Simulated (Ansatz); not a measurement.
# C5H10Sn: the cost of one run

Program: Ansatz 0.2.0. Level of theory: RHF/def2-SVP. These are calculated values, not measurements.

## 1. Starting point

Bond lengths (14 of 15 bonds, heavy atoms first): C1–C2 1.335 Å, C2–C3 1.302 Å, C3–Sn4 2.047 Å, Sn4–C5 2.170 Å, Sn4–C6 2.209 Å, C1–H7 1.036 Å, C1–H8 1.075 Å, C3–H9 1.140 Å, Sn4–H10 1.718 Å, C5–H11 1.108 Å, C5–H12 1.090 Å, C5–H13 1.065 Å, C6–H14 1.115 Å, C6–H15 1.139 Å. Angles (14 of 25 angles, heavy atoms first): C1–C2–C3 178.9°, C2–C3–Sn4 123.1°, C3–Sn4–C5 109.9°, C3–Sn4–C6 107.8°, C5–Sn4–C6 106.5°, C2–C1–H7 121.2°, C2–C1–H8 114.1°, C2–C3–H9 118.0°, Sn4–C3–H9 118.9°, C3–Sn4–H10 113.2°, C5–Sn4–H10 111.6°, C6–Sn4–H10 107.5°, Sn4–C5–H11 108.2°, Sn4–C5–H12 108.6°.

Structure file:

```xyz
16

C     1.0090   -2.6518    1.1077
C     1.2170   -1.3401    0.9680
C     1.4439   -0.0655    0.8256
Sn    0.1869    1.1880   -0.1937
C    -0.1099    0.4520   -2.2134
C    -1.7862    1.1175    0.7974
H     1.6793   -3.2487    1.6249
H     0.0906   -2.9992    0.6691
H     2.3871    0.3661    1.2992
H     0.7095    2.8247   -0.1874
H    -0.4920   -0.5861   -2.1510
H    -0.8201    1.1059   -2.7204
H     0.8203    0.5200   -2.7278
H    -2.5374    1.7514    0.2714
H    -2.1522    0.0388    0.8173
H    -1.6687    1.5042    1.8576
```

## 2. Relaxing end A

Contents of input.yaml:

```yaml
crystal:
  periodic: [false, false, false]
  atoms:
    - { symbol: C, position_ang: [1.009, -2.6518, 1.1077] }
    - { symbol: C, position_ang: [1.217, -1.3401, 0.968] }
    - { symbol: C, position_ang: [1.4439, -0.0655, 0.8256] }
    - { symbol: Sn, position_ang: [0.1869, 1.188, -0.1937] }
    - { symbol: C, position_ang: [-0.1099, 0.452, -2.2134] }
    - { symbol: C, position_ang: [-1.7862, 1.1175, 0.7974] }
    - { symbol: H, position_ang: [1.6793, -3.2487, 1.6249] }
    - { symbol: H, position_ang: [0.0906, -2.9992, 0.6691] }
    - { symbol: H, position_ang: [2.3871, 0.3661, 1.2992] }
    - { symbol: H, position_ang: [0.7095, 2.8247, -0.1874] }
    - { symbol: H, position_ang: [-0.492, -0.5861, -2.151] }
    - { symbol: H, position_ang: [-0.8201, 1.1059, -2.7204] }
    - { symbol: H, position_ang: [0.8203, 0.52, -2.7278] }
    - { symbol: H, position_ang: [-2.5374, 1.7514, 0.2714] }
    - { symbol: H, position_ang: [-2.1522, 0.0388, 0.8173] }
    - { symbol: H, position_ang: [-1.6687, 1.5042, 1.8576] }
basis:
  gaussian: { orbitals: def2-SVP }
hamiltonian:
  xc: hf
relax:
  f_tol: 0.02
  max_steps: 50
output:
  orbitals: {}
```

Launch:

```sh
$ ansatz run input.yaml --threads 2 --pin off --max-ram 3072MiB --backend cpu --events-out ev --progress --plain --runs-dir out
```

Q: Estimate wall time and peak memory on 2 threads of Intel Xeon 6975P-C (Granite Rapids), shared host.

About 1.9 min, with a peak of 0.45 GiB.
